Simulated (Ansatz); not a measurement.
# CH₃F₃MoOS: how energies converge with the basis set

An exercise on one series of results from a longer session: the logs are not shown, and one member is left open.

The runs use Ansatz 0.2.0, Gaussian basis; one geometry, several basis sets.

Levels to be run: PBE0-D4/def2-SVP; ωB97M-V/def2-SVP; PBE0-D4/def2-QZVPP; ωB97M-V/def2-QZVPP; the functionals' def2-TZVPP values are taken from earlier runs.

1 further run of the same task is left out (for a known fault of the program). Runs told in other sessions of the task aren't counted.

### The geometry

The geometry comes from an earlier relaxation with PBE0-D4 in a triple-zeta def2 set; it is a stationary point, not always the lowest conformer. Mo takes the def2 core potential; no spin-orbit term is included.

SMILES `C[O][Mo]([F])([F])([F])=[S]`, 10 atoms, charge 0, spin multiplicity 1.

Atoms are counted from 1 here; the program's logs count them from 0.

Bond lengths: C1–O2 1.401 Å, C1–H8 1.091 Å, C1–H9 1.095 Å, C1–H10 1.094 Å, O2–Mo3 1.826 Å, Mo3–F4 1.863 Å, Mo3–F5 1.844 Å, Mo3–F6 1.848 Å, Mo3–S7 2.075 Å. Angles: O2–C1–H8 108.5°, O2–C1–H9 109.2°, O2–C1–H10 110.1°, H8–C1–H9 109.8°, H8–C1–H10 109.5°, H9–C1–H10 109.8°, C1–O2–Mo3 137.2°, O2–Mo3–F4 85.0°, O2–Mo3–F5 149.6°, O2–Mo3–F6 90.3°, O2–Mo3–S7 104.8°, F4–Mo3–F5 82.5°, F4–Mo3–F6 146.5°, F4–Mo3–S7 107.1°, F5–Mo3–F6 85.1°, F5–Mo3–S7 105.4°, F6–Mo3–S7 106.2°.

The first run:

in.yaml

```yaml
crystal:
  periodic: [false, false, false]
  atoms:
    - {symbol: C, position_ang: [0.294485, -1.686528, 0.209364]}
    - {symbol: O, position_ang: [0.687004, -0.344213, 0.131848]}
    - {symbol: Mo, position_ang: [-0.119126, 1.274160, -0.122308]}
    - {symbol: F, position_ang: [-1.078090, 0.404480, -1.462498]}
    - {symbol: F, position_ang: [-1.632767, 2.324689, -0.054942]}
    - {symbol: F, position_ang: [0.020842, 1.637144, 1.684773]}
    - {symbol: S, position_ang: [1.318064, 2.440215, -1.061163]}
    - {symbol: H, position_ang: [1.170376, -2.313399, 0.032779]}
    - {symbol: H, position_ang: [-0.463499, -1.885046, -0.555220]}
    - {symbol: H, position_ang: [-0.114190, -1.902602, 1.200366]}
basis:
  gaussian: {orbitals: def2-SVP}
hamiltonian: {xc: pbe0, dispersion: d4}
output: {orbitals: {seedname: orbitals}}
```

The run is started by

```bash
> ansatz run in.yaml --threads 4 --pin off --events-out ev --progress --plain --max-ram 11315MiB
```

Among the steps run: PBE0-D4 in def2-SVP; ωB97M-V in def2-SVP; PBE0-D4 in def2-QZVPP; ωB97M-V in def2-QZVPP.

One table of the session follows, with a row left open; its other results are not shown here.

It belongs to the step «Density functionals: the series». 

| functional | basis | HOMO (eV) | LUMO (eV) |
| --- | --- | --- | --- |
| PBE0-D4 | def2-SVP | -8.59 | -3.72 |
| PBE0-D4 | def2-TZVPP | -8.56 | -3.65 |
| PBE0-D4 | def2-QZVPP | ? | ? |
| ωB97M-V | def2-SVP | -10.69 | -1.51 |
| ωB97M-V | def2-TZVPP | -10.68 | -1.46 |
| ωB97M-V | def2-QZVPP | -10.69 | -1.45 |

Q: Estimate the row for PBE0-D4, def2-QZVPP from the others.

As computed: HOMO (eV): -8.55; LUMO (eV): -3.63. In the column «HOMO (eV)» it is the highest.
